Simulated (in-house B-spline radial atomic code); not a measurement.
**Hg⁵⁹⁺: binding energies from hole states**

How tightly is each shell of Hg⁵⁹⁺ bound, and how much do the other electrons relax when one leaves?

The numbers are computed with in-house B-spline radial atomic code version 1 (Dirac-Hartree-Fock, average of configuration, Fermi nucleus, basis-set limit), except any that are marked as measured or tabulated.

**1. Starting point**

```
element       : mercury (Z = 80)
charge        : +59
electrons     : 21
configuration : [Ar] 3d3
Hamiltonian   : Dirac-Coulomb
nucleus       : Fermi, rms radius 5.465 fm
```

The outer shells:

[Ar] 3d3
```
[Ar] core
3d [↑ ][↑ ][↑ ][  ][  ]
```

The boxes draw the filling by Hund's rule, which heavy ions in jj coupling don't follow; these runs average over all states of the configuration.

Input settings:

```ini
Z = 80
electrons = 21.0
configuration = [Ar] 3d3
hamiltonian = dirac
method = hf
spin_polarised = False
nucleus = fermi
rms_radius = 5.4648
mass_number = 202
atomic_mass = 201.970643604
speed_of_light = 137.035999084
```

From the earlier run of the reference: total energy -16151.217021 hartree. Levels, eight at most:

```tsv
orbital	occupation	energy (eV)	<r> (bohr)
2s1/2	2	-19102.8	0.06872
2p1/2	2	-18497.7	0.05655
2p3/2	4	-16520.9	0.06498
3s1/2	2	-7276.00	0.1710
3p1/2	2	-7022.54	0.1610
3p3/2	4	-6524.13	0.1742
3d3/2	1.2	-6203.66	0.1495
3d5/2	1.8	-6093.19	0.1535
```

**2. The 1s hole**

Settings: those of step 1 with these lines changed.

```diff
@@ -1,4 +1,4 @@
 Z = 80
-electrons = 21.0
-configuration = [Ar] 3d3
+electrons = 20.0
+configuration = 1s1 2s2 2p6 3s2 3p6 3d3
 hamiltonian = dirac
```

Results of the run (chosen fields of its result record, rounded):

```text
{
  "status": "converged",
  "scf [iteration, energy, orbital gradient]": [
    [1, -12845.3779052, 15.2],
    [2, -12921.8927648, 0.739],
    [3, -12922.1554271, 0.347],
    [4, -12922.2126249, 0.164],
    [5, -12922.2284927, 0.0101],
    [6, -12922.228563, 3.73e-05],
    [7, -12922.228563, 8.97e-07],
    [8, -12922.228563, 2.71e-08]
  ],
  "energy [hartree]": {"total": -12922.228563, "kinetic": 15100.2301761, "nuclear": -29555.1151057, "coulomb": 1676.25181389, "exact_exchange": -143.595447309},
  "breit [hartree]": {"gaunt": 10.18144, "retardation": -1.293019, "frequency_dependence": -0.2581067},
  "qed [hartree]": {"self_energy": 11.59457, "uehling": -2.313878, "wichmann_kroll": 0.1029038},
  "recoil [hartree]": 0.0262543,
  "total_with_corrections [hartree]": -12904.1884035,
  "orbitals [hartree, bohr; first row names the columns]": [
    ["name", "occ", "eps", "<r>"],
    ["1s1/2", 1.0, -3285.052, 0.016552],
    ["2s1/2", 2.0, -718.64539, 0.068052],
    ["2p1/2", 2.0, -700.17278, 0.055729],
    ["2p3/2", 4.0, -624.28723, 0.064178],
    ["3s1/2", 2.0, -274.85221, 0.169],
    ["3p1/2", 2.0, -266.35544, 0.15853],
    ["3p3/2", 4.0, -247.17193, 0.17173],
    ["3d3/2", 1.2, -235.46081, 0.14715],
    ["3d5/2", 1.8, -231.15495, 0.15122]
  ],
  "sum_r [bohr^k]": {"-1": 369.4684, "1": 2.311557, "2": 0.3772509},
  "energy_minus_base [hartree]": 3228.98846,
  "energy_minus_base_with_corrections [hartree]": 3212.21788
}
```

It took 0.57 s on 1 thread, shared host.

energy_minus_base is the energy less that of the reference run.

**3. The 2s hole**

Settings: those of step 2 with these lines changed.

```diff
@@ -2,3 +2,3 @@
 electrons = 20.0
-configuration = 1s1 2s2 2p6 3s2 3p6 3d3
+configuration = 1s2 2s1 2p6 3s2 3p6 3d3
 hamiltonian = dirac
```

Result record:

```text
{
  "status": "converged",
  "scf [iteration, energy, orbital gradient]": [
    [1, -15387.37362, 13.2],
    [2, -15449.3857549, 0.838],
    [3, -15449.5729312, 0.393],
    [4, -15449.6140297, 0.185],
    [5, -15449.625559, 0.0115],
    [6, -15449.6256043, 2.15e-05],
    [7, -15449.6256043, 4.18e-07]
  ],
  "energy [hartree]": {"total": -15449.6256042, "kinetic": 18148.1641584, "nuclear": -35221.8752025, "coulomb": 1806.50970029, "exact_exchange": -182.424260463},
  "breit [hartree]": {"gaunt": 20.91273, "retardation": -2.089048, "frequency_dependence": -0.4999209},
  "qed [hartree]": {"self_energy": 17.76678, "uehling": -3.667544, "wichmann_kroll": 0.1634618},
  "recoil [hartree]": 0.0283163,
  "total_with_corrections [hartree]": -15417.0108255,
  "orbitals [hartree, bohr; first row names the columns]": [
    ["name", "occ", "eps", "<r>"],
    ["1s1/2", 2.0, -3247.0591, 0.016588],
    ["2s1/2", 1.0, -714.3835, 0.068645],
    ["2p1/2", 2.0, -691.94168, 0.056277],
    ["2p3/2", 4.0, -618.4896, 0.064655],
    ["3s1/2", 2.0, -273.60719, 0.16958],
    ["3p1/2", 2.0, -264.89192, 0.15942],
    ["3p3/2", 4.0, -246.14993, 0.17244],
    ["3d3/2", 1.2, -235.07578, 0.14757],
    ["3d5/2", 1.8, -230.83771, 0.15159]
  ],
  "sum_r [bohr^k]": {"-1": 440.3199, "1": 2.270724, "2": 0.3753237},
  "energy_minus_base [hartree]": 701.591417,
  "energy_minus_base_with_corrections [hartree]": 699.395461
}
```

It took 0.55 s on 1 thread, shared host.

Radial density 4πr²n(r) and radial functions P(r) = rR(r):

```tsv
r (bohr)	4πr²n	2s1/2	3d5/2
0.00111	12.28	0.8609	0.0000
0.00155	19.73	1.0843	0.0001
0.00216	30.73	1.3406	0.0003
0.00300	45.89	1.6144	0.0009
0.00418	65.30	1.8789	0.0022
0.00583	86.61	2.0706	0.0057
0.00812	104.5	2.0879	0.0143
0.0113	112.3	1.7957	0.0348
0.0158	108.0	1.0367	0.0833
0.0219	102.0	-0.2132	0.1865
0.0306	110.3	-1.8527	0.4015
0.0426	126.8	-3.3246	0.7905
0.0593	114.8	-3.9260	1.3949
0.0826	75.80	-3.2604	2.1228
0.115	71.22	-1.8158	2.6360
0.160	79.38	-0.6151	2.4839
0.223	39.07	-0.1108	1.6007
0.311	5.639	-0.0103	0.6077
0.433	0.1663	-0.0007	0.1114
0.604	0.0005528	0.0000	0.0072
```

Clear maxima of the radial density (full grid of the record): 0.011, 0.043, 0.14 bohr.

X-ray form factor of the spherical density:

```tsv
sinθ/λ (1/Å)	f (electrons)
0	20.000
0.1	19.972
0.2	19.890
0.3	19.753
0.4	19.564
0.6	19.039
0.8	18.337
1	17.490
1.4	15.501
1.8	13.363
2.5	9.973
4	5.988
6	4.308
```

**4. The 2p1/2 hole**

In configurations, a minus sign after the shell means j = l − 1/2 and a plus sign j = l + 1/2; the count of electrons follows.

Settings: those of step 3 with these lines changed.

```diff
@@ -2,3 +2,3 @@
 electrons = 20.0
-configuration = 1s2 2s1 2p6 3s2 3p6 3d3
+configuration = 1s2 2s2 2p-1 2p+4 3s2 3p6 3d3
 hamiltonian = dirac
```

Result record:

```text
{
  "status": "converged",
  "scf [iteration, energy, orbital gradient]": [
    [1, -15408.5433423, 14.2],
    [2, -15471.7498554, 0.892],
    [3, -15471.9321396, 0.419],
    [4, -15471.9722499, 0.197],
    [5, -15471.983537, 0.0115],
    [6, -15471.9835798, 2.36e-05],
    [7, -15471.9835798, 4.91e-07]
  ],
  "energy [hartree]": {"total": -15471.9835798, "kinetic": 18182.6912209, "nuclear": -35258.5381, "coulomb": 1786.8971391, "exact_exchange": -183.033839756},
  "breit [hartree]": {"gaunt": 20.01721, "retardation": -1.982628, "frequency_dependence": -0.4896465},
  "qed [hartree]": {"self_energy": 18.83847, "uehling": -3.879232, "wichmann_kroll": 0.1723428},
  "recoil [hartree]": 0.03004406,
  "total_with_corrections [hartree]": -15439.2770144,
  "orbitals [hartree, bohr; first row names the columns]": [
    ["name", "occ", "eps", "<r>"],
    ["1s1/2", 2.0, -3250.7744, 0.016576],
    ["2s1/2", 2.0, -714.18061, 0.06842],
    ["2p1/2", 1.0, -694.90205, 0.05644],
    ["2p3/2", 4.0, -620.49608, 0.064547],
    ["3s1/2", 2.0, -274.00198, 0.1695],
    ["3p1/2", 2.0, -264.85679, 0.15922],
    ["3p3/2", 4.0, -246.42205, 0.17226],
    ["3d3/2", 1.2, -235.04472, 0.14757],
    ["3d5/2", 1.8, -231.03583, 0.1514]
  ],
  "sum_r [bohr^k]": {"-1": 440.7812, "1": 2.28072, "2": 0.3762915},
  "energy_minus_base [hartree]": 679.233441,
  "energy_minus_base_with_corrections [hartree]": 677.129272
}
```

Wall time 0.56 s (1 thread, shared host).

**5. The 2p3/2 hole**

Settings: those of step 4 with these lines changed.

```diff
@@ -2,3 +2,3 @@
 electrons = 20.0
-configuration = 1s2 2s2 2p-1 2p+4 3s2 3p6 3d3
+configuration = 1s2 2s2 2p-2 2p+3 3s2 3p6 3d3
 hamiltonian = dirac
```

Result record:

```text
{
  "status": "converged",
  "scf [iteration, energy, orbital gradient]": [
    [1, -15483.4684328, 14.1],
    [2, -15544.3084354, 0.796],
    [3, -15544.4857979, 0.374],
    [4, -15544.524804, 0.175],
    [5, -15544.5357649, 0.0108],
    [6, -15544.5358073, 2.45e-05],
    [7, -15544.5358073, 4.23e-07]
  ],
  "energy [hartree]": {"total": -15544.5358073, "kinetic": 18439.3525955, "nuclear": -35600.9537753, "coulomb": 1802.23223076, "exact_exchange": -185.166858265},
  "breit [hartree]": {"gaunt": 20.78528, "retardation": -1.979683, "frequency_dependence": -0.3859844},
  "qed [hartree]": {"self_energy": 18.78202, "uehling": -3.901618, "wichmann_kroll": 0.1734945},
  "recoil [hartree]": 0.02960093,
  "total_with_corrections [hartree]": -15511.0326941,
  "orbitals [hartree, bohr; first row names the columns]": [
    ["name", "occ", "eps", "<r>"],
    ["1s1/2", 2.0, -3247.577, 0.016581],
    ["2s1/2", 2.0, -713.37072, 0.068467],
    ["2p1/2", 2.0, -693.13321, 0.056258],
    ["2p3/2", 3.0, -619.82065, 0.064879],
    ["3s1/2", 2.0, -273.85436, 0.16959],
    ["3p1/2", 2.0, -265.00954, 0.15935],
    ["3p3/2", 4.0, -246.12146, 0.17223],
    ["3d3/2", 1.2, -235.18167, 0.14748],
    ["3d5/2", 1.8, -230.78608, 0.15162]
  ],
  "sum_r [bohr^k]": {"-1": 445.0616, "1": 2.27394, "2": 0.3756716},
  "energy_minus_base [hartree]": 606.681214,
  "energy_minus_base_with_corrections [hartree]": 605.373593
}
```

It took 0.52 s on 1 thread, shared host.

**6. The 3s hole**

Settings: those of step 5 with these lines changed.

```diff
@@ -2,3 +2,3 @@
 electrons = 20.0
-configuration = 1s2 2s2 2p-2 2p+3 3s2 3p6 3d3
+configuration = 1s2 2s2 2p6 3s1 3p6 3d3
 hamiltonian = dirac
```

Result record:

```text
{
  "status": "converged",
  "scf [iteration, energy, orbital gradient]": [
    [1, -15824.3402958, 15.7],
    [2, -15883.6236664, 0.707],
    [3, -15883.82998, 0.329],
    [4, -15883.8748455, 0.153],
    [5, -15883.8872609, 0.0109],
    [6, -15883.8873174, 1.42e-05],
    [7, -15883.8873174, 2.89e-07]
  ],
  "energy [hartree]": {"total": -15883.8873174, "kinetic": 18729.1695696, "nuclear": -36310.1474471, "coulomb": 1892.56155196, "exact_exchange": -195.470991934},
  "breit [hartree]": {"gaunt": 21.98404, "retardation": -2.170305, "frequency_dependence": -0.4888661},
  "qed [hartree]": {"self_energy": 18.58905, "uehling": -3.83708, "wichmann_kroll": 0.1707771},
  "recoil [hartree]": 0.02916503,
  "total_with_corrections [hartree]": -15849.6105436,
  "orbitals [hartree, bohr; first row names the columns]": [
    ["name", "occ", "eps", "<r>"],
    ["1s1/2", 2.0, -3237.936, 0.016588],
    ["2s1/2", 2.0, -708.20887, 0.068728],
    ["2p1/2", 2.0, -686.36523, 0.056502],
    ["2p3/2", 4.0, -613.57325, 0.064912],
    ["3s1/2", 1.0, -272.53884, 0.17031],
    ["3p1/2", 2.0, -262.80465, 0.16032],
    ["3p3/2", 4.0, -244.29617, 0.17343],
    ["3d3/2", 1.2, -233.18717, 0.14869],
    ["3d5/2", 1.8, -229.07009, 0.15269]
  ],
  "sum_r [bohr^k]": {"-1": 453.9256, "1": 2.181236, "2": 0.3518712},
  "energy_minus_base [hartree]": 267.329704,
  "energy_minus_base_with_corrections [hartree]": 266.795743
}
```

It took 0.52 s on 1 thread, shared host.

**7. The 3p1/2 hole**

Settings: those of step 6 with these lines changed.

```diff
@@ -2,3 +2,3 @@
 electrons = 20.0
-configuration = 1s2 2s2 2p6 3s1 3p6 3d3
+configuration = 1s2 2s2 2p6 3s2 3p-1 3p+4 3d3
 hamiltonian = dirac
```

Result record:

```text
{
  "status": "converged",
  "scf [iteration, energy, orbital gradient]": [
    [1, -15833.1957279, 14.2],
    [2, -15892.9585825, 0.724],
    [3, -15893.1604166, 0.339],
    [4, -15893.2044191, 0.159],
    [5, -15893.2166346, 0.0102],
    [6, -15893.2166887, 2.14e-05],
    [7, -15893.2166887, 3.62e-07]
  ],
  "energy [hartree]": {"total": -15893.2166887, "kinetic": 18742.4941829, "nuclear": -36325.3757843, "coulomb": 1886.05011344, "exact_exchange": -196.385200814},
  "breit [hartree]": {"gaunt": 21.77094, "retardation": -2.142613, "frequency_dependence": -0.490279},
  "qed [hartree]": {"self_energy": 18.85787, "uehling": -3.889862, "wichmann_kroll": 0.172971},
  "recoil [hartree]": 0.02972009,
  "total_with_corrections [hartree]": -15858.9079403,
  "orbitals [hartree, bohr; first row names the columns]": [
    ["name", "occ", "eps", "<r>"],
    ["1s1/2", 2.0, -3238.738, 0.016586],
    ["2s1/2", 2.0, -708.80601, 0.068653],
    ["2p1/2", 2.0, -686.52351, 0.056553],
    ["2p3/2", 4.0, -614.03689, 0.064893],
    ["3s1/2", 2.0, -272.11857, 0.17038],
    ["3p1/2", 1.0, -263.54474, 0.16017],
    ["3p3/2", 4.0, -244.75072, 0.17331],
    ["3d3/2", 1.2, -233.08198, 0.14859],
    ["3d5/2", 1.8, -229.32556, 0.15261]
  ],
  "sum_r [bohr^k]": {"-1": 454.1167, "1": 2.19033, "2": 0.3548494},
  "energy_minus_base [hartree]": 258.000332,
  "energy_minus_base_with_corrections [hartree]": 257.498347
}
```

Run time: 0.52 s. Hardware: 1 thread, shared host.

**8. The 3p3/2 hole**

Settings: those of step 7 with these lines changed.

```diff
@@ -2,3 +2,3 @@
 electrons = 20.0
-configuration = 1s2 2s2 2p6 3s2 3p-1 3p+4 3d3
+configuration = 1s2 2s2 2p6 3s2 3p-2 3p+3 3d3
 hamiltonian = dirac
```

Result record:

```text
{
  "status": "converged",
  "scf [iteration, energy, orbital gradient]": [
    [1, -15851.6728467, 15.4],
    [2, -15911.2572334, 0.667],
    [3, -15911.460929, 0.311],
    [4, -15911.5053055, 0.145],
    [5, -15911.5176099, 0.0102],
    [6, -15911.517665, 2.45e-05],
    [7, -15911.517665, 4.28e-07]
  ],
  "energy [hartree]": {"total": -15911.517665, "kinetic": 18807.3893032, "nuclear": -36415.4409441, "coulomb": 1893.59496826, "exact_exchange": -197.060992277},
  "breit [hartree]": {"gaunt": 21.94849, "retardation": -2.141308, "frequency_dependence": -0.4600366},
  "qed [hartree]": {"self_energy": 18.84708, "uehling": -3.896425, "wichmann_kroll": 0.1733045},
  "recoil [hartree]": 0.02955936,
  "total_with_corrections [hartree]": -15877.0169995,
  "orbitals [hartree, bohr; first row names the columns]": [
    ["name", "occ", "eps", "<r>"],
    ["1s1/2", 2.0, -3237.8829, 0.016587],
    ["2s1/2", 2.0, -708.37988, 0.06867],
    ["2p1/2", 2.0, -686.41007, 0.056496],
    ["2p3/2", 4.0, -613.45784, 0.064971],
    ["3s1/2", 2.0, -271.92564, 0.17042],
    ["3p1/2", 2.0, -263.06487, 0.16033],
    ["3p3/2", 3.0, -244.65048, 0.17333],
    ["3d3/2", 1.2, -233.18934, 0.14872],
    ["3d5/2", 1.8, -228.91499, 0.15267]
  ],
  "sum_r [bohr^k]": {"-1": 455.2426, "1": 2.178147, "2": 0.3502901},
  "energy_minus_base [hartree]": 239.699356,
  "energy_minus_base_with_corrections [hartree]": 239.389287
}
```

It took 0.52 s on 1 thread, shared host.

**9. The 3d hole**

Settings: those of step 8 with these lines changed.

```diff
@@ -2,3 +2,3 @@
 electrons = 20.0
-configuration = 1s2 2s2 2p6 3s2 3p-2 3p+3 3d3
+configuration = 1s2 2s2 2p6 3s2 3p6 3d2
 hamiltonian = dirac
```

Result record:

```text
{
  "status": "converged",
  "scf [iteration, energy, orbital gradient]": [
    [1, -15868.0504114, 13.6],
    [2, -15925.5539223, 0.476],
    [3, -15925.7092029, 0.226],
    [4, -15925.7435528, 0.107],
    [5, -15925.7532872, 0.00609],
    [6, -15925.7533211, 2.01e-05],
    [7, -15925.7533211, 2.29e-07]
  ],
  "energy [hartree]": {"total": -15925.7533211, "kinetic": 18828.2302358, "nuclear": -36442.5915433, "coulomb": 1890.07893205, "exact_exchange": -201.470945668},
  "breit [hartree]": {"gaunt": 22.11534, "retardation": -2.168592, "frequency_dependence": -0.4840822},
  "qed [hartree]": {"self_energy": 18.8865, "uehling": -3.896655, "wichmann_kroll": 0.1733319},
  "recoil [hartree]": 0.02972377,
  "total_with_corrections [hartree]": -15891.0977451,
  "orbitals [hartree, bohr; first row names the columns]": [
    ["name", "occ", "eps", "<r>"],
    ["1s1/2", 2.0, -3237.7941, 0.016588],
    ["2s1/2", 2.0, -708.96597, 0.068672],
    ["2p1/2", 2.0, -686.83037, 0.056503],
    ["2p3/2", 4.0, -614.09226, 0.064906],
    ["3s1/2", 2.0, -272.56039, 0.17027],
    ["3p1/2", 2.0, -263.35593, 0.16022],
    ["3p3/2", 4.0, -244.83889, 0.17326],
    ["3d3/2", 0.8, -233.67682, 0.14851],
    ["3d5/2", 1.2, -229.55477, 0.15249]
  ],
  "sum_r [bohr^k]": {"-1": 455.5819, "1": 2.198991, "2": 0.3581452},
  "energy_minus_base [hartree]": 225.4637,
  "energy_minus_base_with_corrections [hartree]": 225.308542
}
```

It took 0.5 s on 1 thread, shared host.

**10. What the holes cost**

| hole | ΔSCF (eV) | with Breit, QED, recoil (eV) | −ε of the parent (eV) | −ε less ΔSCF (eV) |
| --- | --- | --- | --- | --- |
| 1s | 87865.3 | 87408.9 | 87907.0 | 41.72 |
| 2s | 19091.3 | 19031.5 | 19102.8 | 11.55 |
| 2p1/2 | 18482.9 | 18425.6 | 18497.7 | 14.84 |
| 2p3/2 | 16508.6 | 16473.1 | 16520.9 | 12.25 |
| 3s | 7274.41 | 7259.88 | 7276.00 | 1.59 |
| 3p1/2 | 7020.55 | 7006.89 | 7022.54 | 1.99 |
| 3p3/2 | 6522.55 | 6514.11 | 6524.13 | 1.58 |
| 3d | 6135.18 | 6130.96 | - | - |

**Reading.** Koopmans' values overshoot, as they freeze the orbitals; relaxation lowers the cost by 41.7 eV for 1s and 1.58 eV for 3p3/2. The difference of the 1s and 2p3/2 holes gives a Kα1 line at 70935.8 eV for this charge state (with Breit, QED and recoil). The spin-orbit splitting of the 2p hole is 1952.57 eV with those corrections. A dash stands where an open shell is averaged over j, so that no single parent level belongs to the hole. Values are for the free ion, measured from the vacuum level.
